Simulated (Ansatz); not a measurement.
# ZrHO (doublet): from Hartree-Fock to the top rungs, def2-TZVPP

An exercise on one series of results from a longer session: the logs are not shown, and one member is left open.

The runs use Ansatz 0.2.0, Gaussian basis; def2-TZVPP, core rule «outside noble gas», up to 5 orbitals frozen.

The runs, in order: UHF; ROHF; CCSD(T) on UHF.

2 further runs of the same task are left out: 2 set aside as unsound or not needed.

**What is computed**

The geometry is a PBE0/def2-TZVP stationary point (not a proven minimum). No spin-orbit coupling is included. Elements past krypton take def2 core potentials.

3 atoms, charge 0, spin multiplicity 2.

Atoms are counted from 1 here; the program's logs count them from 0.

Bond lengths: Zr1–O2 1.720 Å, Zr1–H3 1.858 Å. Angles: O2–Zr1–H3 103.4°.

The first run:

Contents of in.yaml:

```yaml
crystal:
  periodic: [false, false, false]
  atoms:
    - {symbol: Zr, position_ang: [0.000000, -0.035300, 0.248333]}
    - {symbol: O, position_ang: [0.000000, 0.091937, -1.467045]}
    - {symbol: H, position_ang: [0.000000, 1.735473, 0.811435]}
basis:
  gaussian: {orbitals: def2-TZVPP}
magnetization: {spin_polarized: true, initial_magnetization: 1}
hamiltonian: {xc: hf}
output: {orbitals: {seedname: orbitals}}
```

The run is started by

```console
ansatz run in.yaml --threads 1 --pin off --events-out ev --progress --plain --max-ram 4096MiB --backend cpu
```

Steps of the session up to this table: UHF; ROHF; CCSD(T) on UHF.

One table of the session follows, with a row left open; its other results are not shown here.

It belongs to the step «Misses and costs». 

```
  method  from UCCSD(T) (kcal/mol)
    ROHF                   +235.06
     UHF                   +234.15
    UMP2                     +5.32
   UCCSD                         ?
UCCSD(T)                         0
```

**Question.** Estimate the row for UCCSD.

The run gave: from UCCSD(T) (kcal/mol): +13.74. In the column «from UCCSD(T) (kcal/mol)» it lies between UMP2 (+5.32) and UHF (+234.15).

With the free atoms at the same levels and basis (separate runs), the atomisation energy is 10.345 eV at UCCSD(T), 6.493 eV at ROHF.
